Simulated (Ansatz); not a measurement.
**Cu−: energies up the ladder**

Wanted for Cu−: energies up the ladder. Charge -1.

Computed with Ansatz 0.2.0 (the levels named in each step, unless a step's input says otherwise).

## (1) Starting point

As a file:

```xyz
1

Cu    0.0000    0.0000    0.0000
```

## (2) Single point, PBE0/def2-TZVPPD

Contents of input.yaml:

```yaml
crystal:
  periodic: [false, false, false]
  atoms:
    - { symbol: Cu, position_ang: [0.0, 0.0, 0.0] }
total_charge: -1
basis:
  gaussian: { orbitals: def2-TZVPPD.json }
hamiltonian:
  xc: pbe0
```

Launch:

```
> ansatz run input.yaml --threads 2 --pin off --max-ram 5120MiB --backend cpu --events-out ev --progress --plain --runs-dir out
```

The program printed:

```text
Warning: RAYON_NUM_THREADS=2 ignored (pool sized by the plan → 2); use --threads N
Engine: ansatz 0.2.0, x86_64-unknown-linux-gnu
Functional definition: PBE0
  parameter a = 0.25
  parameter kappa = 0.804
  parameter beta = 0.06672455060314922
  exchange = (1 - a)*pbe_x(kappa = kappa, mu = beta*pi^2/3) + a*exact_x
  correlation = pbe_c(beta = beta)
586 factors; their error is unknown
mean field evaluation 1: about -43997.0931 eV, gradient 6.0e2 eV
mean field evaluation 2: about -44106.7366 eV, gradient 7.2e2 eV
mean field evaluation 4: about -44623.3009 eV, gradient 1.2e2 eV
mean field evaluation 8: about -44634.0805 eV, gradient 2.4e-1 eV
mean field evaluation 16: about -44634.1955 eV, gradient 1.2e-5 eV
mean field evaluation 32: about -44565.4388 eV, gradient 3.4e1 eV
mean field -44634.19554961 eV, -1640.2764323039 hartree, gradient 1.2e-5 eV, S^2 0.000000; 2 other end points of the search recorded, 0 dependent functions left out
reference -44634.19556574 eV, -1640.2764328965 hartree; 15, 15 occupied and 52, 52 virtual orbitals, 586 factors
Total energy: -44634.19556574 eV, -1640.2764328965 hartree
```

It took 0.99 s on 2 threads of Intel Xeon Platinum 8259CL at 2.50GHz (Skylake/Cascade Lake), shared host; peak memory 0.12 GiB.

## (3) Single point, PBE/def2-TZVPPD

Edit input.yaml of step 2 so:

```diff
@@ -8,2 +8,2 @@
 hamiltonian:
-  xc: pbe0
+  xc: pbe
```

Launch:

```
> ansatz run input.yaml --threads 2 --pin off --max-ram 5120MiB --backend cpu --events-out ev --progress --plain --runs-dir out
```

The program printed:

```text
Warning: RAYON_NUM_THREADS=2 ignored (pool sized by the plan → 2); use --threads N
[... 1 set-up line as earlier in the session ...]
Functional definition: PBE
[... 2 set-up lines as earlier in the session ...]
  exchange = pbe_x(kappa = kappa, mu = beta*pi^2/3)
[... 1 set-up line as earlier in the session ...]
509 factors; their error is unknown
mean field evaluation 1: about -43771.2705 eV, gradient 5.1e2 eV
mean field evaluation 2: about -44008.7443 eV, gradient 7.4e2 eV
mean field evaluation 4: about -44525.2726 eV, gradient 3.8e2 eV
mean field evaluation 8: about -44541.2207 eV, gradient 3.5e2 eV
mean field evaluation 16: about -44634.4789 eV, gradient 9.0e-6 eV
mean field evaluation 32: about -44504.1192 eV, gradient 4.4e1 eV
mean field -44634.47887689 eV, -1640.2868443892 hartree, gradient 8.9e-6 eV, S^2 0.000000; 2 other end points of the search recorded, 0 dependent functions left out
reference -44634.47889990 eV, -1640.2868452350 hartree; 15, 15 occupied and 52, 52 virtual orbitals, 509 factors
Total energy: -44634.47889990 eV, -1640.2868452350 hartree
```

Wall time 0.94 s (2 threads of Intel Xeon Platinum 8259CL at 2.50GHz (Skylake/Cascade Lake), shared host); peak memory 0.11 GiB.

## (4) Single point, r2SCAN/def2-TZVPPD

Edit input.yaml of step 3 so:

```diff
@@ -8,2 +8,2 @@
 hamiltonian:
-  xc: pbe
+  xc: r2scan
```

Launch:

```
> ansatz run input.yaml --threads 2 --pin off --max-ram 5120MiB --backend cpu --events-out ev --progress --plain --runs-dir out
```

The program printed:

```text
Warning: RAYON_NUM_THREADS=2 ignored (pool sized by the plan → 2); use --threads N
[... 1 set-up line as earlier in the session ...]
Functional definition: r2SCAN
  parameter k0 = 0.174
  parameter k1 = 0.065
  parameter a1 = 4.9479
  exchange = r2scan_x(k0 = k0, k1 = k1, a1 = a1)
  correlation = r2scan_c
509 factors; their error is unknown
mean field evaluation 1: about -43889.6823 eV, gradient 6.0e2 eV
mean field evaluation 2: about -44062.5397 eV, gradient 7.3e2 eV
mean field evaluation 4: about -44611.1922 eV, gradient 1.9e2 eV
mean field evaluation 8: about -44636.6655 eV, gradient 5.4e1 eV
mean field evaluation 16: about -44640.4417 eV, gradient 1.4e-2 eV
mean field evaluation 32: about -44571.3803 eV, gradient 3.5e1 eV
mean field -44640.44167192 eV, -1640.5059730648 hartree, gradient 4.3e-5 eV, S^2 0.000000; 2 other end points of the search recorded, 0 dependent functions left out
reference -44640.44167924 eV, -1640.5059733339 hartree; 15, 15 occupied and 52, 52 virtual orbitals, 509 factors
Total energy: -44640.44167924 eV, -1640.5059733339 hartree
```

Run time: 1.8 s. Hardware: 2 threads of Intel Xeon Platinum 8259CL at 2.50GHz (Skylake/Cascade Lake), shared host; peak memory 0.12 GiB.

## (5) Single point, B3LYP/def2-TZVPPD

Edit input.yaml of step 4 so:

```diff
@@ -8,2 +8,2 @@
 hamiltonian:
-  xc: r2scan
+  xc: { name: B3LYP }
```

Launch:

```
> ansatz run input.yaml --threads 2 --pin off --max-ram 5120MiB --backend cpu --events-out ev --progress --plain --runs-dir out
```

The program printed:

```text
Warning: RAYON_NUM_THREADS=2 ignored (pool sized by the plan → 2); use --threads N
[... 1 set-up line as earlier in the session ...]
Functional definition: B3LYP
  parameter a0 = 0.2
  parameter ax = 0.72
  parameter ac = 0.81
  exchange = (1 - a0 - ax)*slater_x + ax*b88_x + a0*exact_x
  correlation = (1 - ac)*vwn_rpa_c + ac*lyp_c
553 factors; their error is unknown
mean field evaluation 1: about -43939.0724 eV, gradient 6.1e2 eV
mean field evaluation 2: about -44084.2337 eV, gradient 7.3e2 eV
mean field evaluation 4: about -44628.9288 eV, gradient 1.4e2 eV
mean field evaluation 8: about -44642.4362 eV, gradient 4.6e-1 eV
mean field evaluation 16: about -43939.0724 eV, gradient 6.1e2 eV
mean field evaluation 32: about -44573.6398 eV, gradient 3.4e1 eV
mean field -44642.52546255 eV, -1640.5825509580 hartree, gradient 7.5e-5 eV, S^2 0.000000; 2 other end points of the search recorded, 0 dependent functions left out
reference -44642.52559983 eV, -1640.5825560030 hartree; 15, 15 occupied and 52, 52 virtual orbitals, 553 factors
Total energy: -44642.52559983 eV, -1640.5825560030 hartree
```

Wall time 1.1 s (2 threads of Intel Xeon Platinum 8259CL at 2.50GHz (Skylake/Cascade Lake), shared host); peak memory 0.12 GiB.

## (6) Single point, wB97M-V/def2-TZVPPD

Edit input.yaml of step 5 so:

```diff
@@ -8,2 +8,2 @@
 hamiltonian:
-  xc: { name: B3LYP }
+  xc: { name: wB97M-V }
```

Launch:

```
> ansatz run input.yaml --threads 2 --pin off --max-ram 5120MiB --backend cpu --events-out ev --progress --plain --runs-dir out
```

The program printed:

```text
Warning: RAYON_NUM_THREADS=2 ignored (pool sized by the plan → 2); use --threads N
[... 1 set-up line as earlier in the session ...]
Functional definition: wB97M-V
  parameter omega = 0.3/bohr
  parameter cx = 0.15
  parameter cx01 = 1.007
  parameter cx10 = 0.259
  parameter css00 = 0.443
  parameter css04 = -1.437
  parameter css10 = -4.535
  parameter css20 = -3.390
  parameter css43 = 4.278
  parameter cos00 = 1.000
  parameter cos10 = 1.358
  parameter cos20 = 2.924
  parameter cos21 = -8.812
  parameter cos60 = -1.390
  parameter cos61 = 9.142
  parameter b = 6.0
  parameter c = 0.01
  gx(w, u) = 1 - cx + cx01*u + cx10*w
  gss(w, u) = css00 + css04*u^4 + css10*w + css20*w^2 + css43*w^4*u^3
  gos(w, u) = cos00 + cos10*w + (cos20 + cos21*u)*w^2 + (cos60 + cos61*u)*w^6
  exchange = spin_sum(e_x_unif_sr(omega)*gx(b97_w, b97_u_x)) + cx*exact_x_sr(omega) + exact_x_lr(omega)
  correlation = spin_sum(e_c_pw_mod_same_spin*gss(b97_w, b97_u_same))
      + integral(e_c_pw_mod_opposite_spin*gos(b97_w_opposite, b97_u_opposite)) + vv10(b, c)
553 factors; their error is unknown
76 factors; integrals over basis functions are off by at most 9.5e-5 eV
mean field evaluation 1: about -44180.5522 eV, gradient 4.9e2 eV
mean field evaluation 2: about -44211.8498 eV, gradient 6.8e2 eV
mean field evaluation 4: about -44623.2063 eV, gradient 1.3e2 eV
mean field evaluation 8: about -44638.2512 eV, gradient 9.7e-1 eV
mean field evaluation 16: about -44638.3147 eV, gradient 2.9e-6 eV
mean field evaluation 32: about -44569.6527 eV, gradient 3.4e1 eV
mean field -44638.31469683 eV, -1640.4278081719 hartree, gradient 2.6e-6 eV, S^2 0.000000; 2 other end points of the search recorded, 0 dependent functions left out
reference -44638.31472357 eV, -1640.4278091547 hartree; 15, 15 occupied and 52, 52 virtual orbitals, 553 factors
Total energy: -44638.31472357 eV, -1640.4278091547 hartree
```

It took 2.6 s on 2 threads of Intel Xeon Platinum 8259CL at 2.50GHz (Skylake/Cascade Lake), shared host; peak memory 0.15 GiB.

## (7) Single point, B2PLYP/def2-TZVPPD

Edit input.yaml of step 6 so:

```diff
@@ -8,2 +8,4 @@
 hamiltonian:
-  xc: { name: wB97M-V }
+  xc: { name: B2PLYP }
+correlation:
+  frozen_orbitals: { Cu: 9 }
```

Launch:

```
> ansatz run input.yaml --threads 2 --pin off --max-ram 5120MiB --backend cpu --events-out ev --progress --plain --runs-dir out
```

The program printed:

```text
Warning: RAYON_NUM_THREADS=2 ignored (pool sized by the plan → 2); use --threads N
[... 1 set-up line as earlier in the session ...]
Functional definition: B2PLYP
  parameter a = 0.53
  parameter c = 0.27
  exchange = (1 - a)*b88_x + a*exact_x
  correlation = (1 - c)*lyp_c + c*(mp2_os + mp2_ss)
466 factors; integrals over basis functions are off by at most 1.4e-4 eV
mean field evaluation 1: about -44180.2938 eV, gradient 4.9e2 eV
mean field evaluation 2: about -44180.7857 eV, gradient 4.9e2 eV
mean field evaluation 4: about -44558.4716 eV, gradient 2.8e2 eV
mean field evaluation 8: about -44628.2166 eV, gradient 2.3e-1 eV
mean field evaluation 16: about -44628.6568 eV, gradient 4.0e-5 eV
mean field evaluation 32: about -44555.8481 eV, gradient 2.8e-6 eV
mean field evaluation 64: about -44476.9592 eV, gradient 3.6e2 eV
mean field evaluation 96: about -44613.3235 eV, gradient 4.2e1 eV
mean field -44628.65682139 eV, -1640.0728877960 hartree, gradient 4.6e-7 eV, S^2 0.000000; 2 other end points of the search recorded, 0 dependent functions left out
9 core orbitals not correlated: weight in the atoms' cores, before any rotation towards them, 1.000 or more for the frozen orbitals, at most 0.000 for the correlated occupied ones
reference -44628.65690230 eV, -1640.0728907694 hartree; 6, 6 occupied and 52, 52 virtual orbitals, 466 factors
second order -17.28514236 eV of doubles, -0.00000000 eV of singles
Total energy: -44633.32389074 eV, -1640.2443994310 hartree
```

Run time: 2.4 s. Hardware: 2 threads of Intel Xeon Platinum 8259CL at 2.50GHz (Skylake/Cascade Lake), shared host; peak memory 0.12 GiB.

## (8) Single point, LDA/def2-TZVPPD

Edit input.yaml of step 7 so:

```diff
@@ -8,4 +8,2 @@
 hamiltonian:
-  xc: { name: B2PLYP }
-correlation:
-  frozen_orbitals: { Cu: 9 }
+  xc: lda
```

Launch:

```
> ansatz run input.yaml --threads 2 --pin off --max-ram 5120MiB --backend cpu --events-out ev --progress --plain --runs-dir out
```

The program printed:

```text
Warning: RAYON_NUM_THREADS=2 ignored (pool sized by the plan → 2); use --threads N
[... 1 set-up line as earlier in the session ...]
Functional definition: SPW92
  exchange = slater_x
  correlation = pw_c
509 factors; their error is unknown
mean field evaluation 1: about -43704.0800 eV, gradient 5.2e2 eV
mean field evaluation 2: about -43935.6541 eV, gradient 7.4e2 eV
mean field evaluation 4: about -44459.1468 eV, gradient 3.8e2 eV
mean field evaluation 8: about -44474.2562 eV, gradient 3.5e2 eV
mean field evaluation 16: about -44565.9013 eV, gradient 1.3e-4 eV
mean field evaluation 32: about -44495.7836 eV, gradient 3.6e1 eV
mean field -44565.90128396 eV, -1637.7666643327 hartree, gradient 2.3e-5 eV, S^2 0.000000; 2 other end points of the search recorded, 0 dependent functions left out
reference -44565.90130634 eV, -1637.7666651551 hartree; 15, 15 occupied and 52, 52 virtual orbitals, 509 factors
Total energy: -44565.90130634 eV, -1637.7666651551 hartree
```

It took 0.68 s on 2 threads of Intel Xeon Platinum 8259CL at 2.50GHz (Skylake/Cascade Lake), shared host; peak memory 0.11 GiB.

## (9) Single point, PBE0/def2-SVPD

Edit input.yaml of step 8 so:

```diff
@@ -6,4 +6,4 @@
 basis:
-  gaussian: { orbitals: def2-TZVPPD.json }
+  gaussian: { orbitals: def2-SVPD }
 hamiltonian:
-  xc: lda
+  xc: pbe0
```

Launch:

```
> ansatz run input.yaml --threads 2 --pin off --max-ram 5120MiB --backend cpu --events-out ev --progress --plain --runs-dir out
```

The program printed:

```text
Warning: RAYON_NUM_THREADS=2 ignored (pool sized by the plan → 2); use --threads N
[... 7 set-up lines as earlier in the session ...]
257 factors; integrals over basis functions are off by at most 1.4e-4 eV
mean field evaluation 1: about -44044.4176 eV, gradient 2.9e2 eV
mean field evaluation 2: about -44512.8775 eV, gradient 1.7e2 eV
mean field evaluation 4: about -44617.1865 eV, gradient 8.2e1 eV
mean field evaluation 8: about -44617.1863 eV, gradient 8.2e1 eV
mean field evaluation 16: about -44626.9687 eV, gradient 1.0e-5 eV
mean field evaluation 32: about -44461.0888 eV, gradient 6.5e1 eV
mean field -44626.96866752 eV, -1640.0108492856 hartree, gradient 1.0e-5 eV, S^2 0.000000; 2 other end points of the search recorded, 0 dependent functions left out
reference -44626.96868291 eV, -1640.0108498511 hartree; 15, 15 occupied and 19, 19 virtual orbitals, 257 factors
Total energy: -44626.96868291 eV, -1640.0108498511 hartree
```

Run time: 0.6 s. Hardware: 2 threads of Intel Xeon Platinum 8259CL at 2.50GHz (Skylake/Cascade Lake), shared host; peak memory 0.083 GiB.

## (10) Single point, PBE/def2-SVPD

Edit input.yaml of step 9 so:

```diff
@@ -8,2 +8,2 @@
 hamiltonian:
-  xc: pbe0
+  xc: pbe
```

Launch:

```
> ansatz run input.yaml --threads 2 --pin off --max-ram 5120MiB --backend cpu --events-out ev --progress --plain --runs-dir out
```

The program printed:

```text
Warning: RAYON_NUM_THREADS=2 ignored (pool sized by the plan → 2); use --threads N
[... 6 set-up lines as earlier in the session ...]
372 factors; their error is unknown
mean field evaluation 1: about -44033.8253 eV, gradient 3.1e2 eV
mean field evaluation 2: about -44507.7789 eV, gradient 1.7e2 eV
mean field evaluation 4: about -44619.2216 eV, gradient 7.2e1 eV
mean field evaluation 8: about -44626.7213 eV, gradient 6.2e-1 eV
mean field evaluation 16: about -44033.8253 eV, gradient 3.1e2 eV
mean field evaluation 32: about -44620.3627 eV, gradient 2.9e1 eV
mean field evaluation 64: about -44608.5262 eV, gradient 1.2e-4 eV
mean field evaluation 96: about -44461.1900 eV, gradient 7.6e1 eV
mean field evaluation 128: about -44483.3668 eV, gradient 2.0e2 eV
mean field evaluation 160: about -44538.2585 eV, gradient 6.3e1 eV
mean field -44626.70607684 eV, -1640.0011992560 hartree, gradient 5.3e-5 eV, S^2 0.000000; 10 other end points of the search recorded, 0 dependent functions left out
reference -44626.70609822 eV, -1640.0012000418 hartree; 15, 15 occupied and 19, 19 virtual orbitals, 372 factors
Total energy: -44626.70609822 eV, -1640.0012000418 hartree
```

It took 1.7 s on 2 threads of Intel Xeon Platinum 8259CL at 2.50GHz (Skylake/Cascade Lake), shared host; peak memory 0.087 GiB.

## (11) Total energies

| level | energy (eV) | CPU time |
| --- | --- | --- |
| PBE0/def2-TZVPPD | -44634.1956 | 1.8 s |
| PBE/def2-TZVPPD | -44634.4789 | 1.6 s |
| r2SCAN/def2-TZVPPD | -44640.4417 | 3 s |
| B3LYP/def2-TZVPPD | -44642.5256 | 2 s |
| wB97M-V/def2-TZVPPD | -44638.3147 | 4.9 s |
| B2PLYP/def2-TZVPPD | -44633.3239 | 4.5 s |
| LDA/def2-TZVPPD | -44565.9013 | 1.1 s |
| PBE0/def2-SVPD | -44626.9687 | 1.1 s |
| PBE/def2-SVPD | -44626.7061 | 3.1 s |

## (12) Summary of results

| quantity | value |
| --- | --- |
| energy at PBE/def2-SVPD | -44626.706 eV |

These totals serve in differences with atoms or fragments at the same level; alone they don't rank the methods.
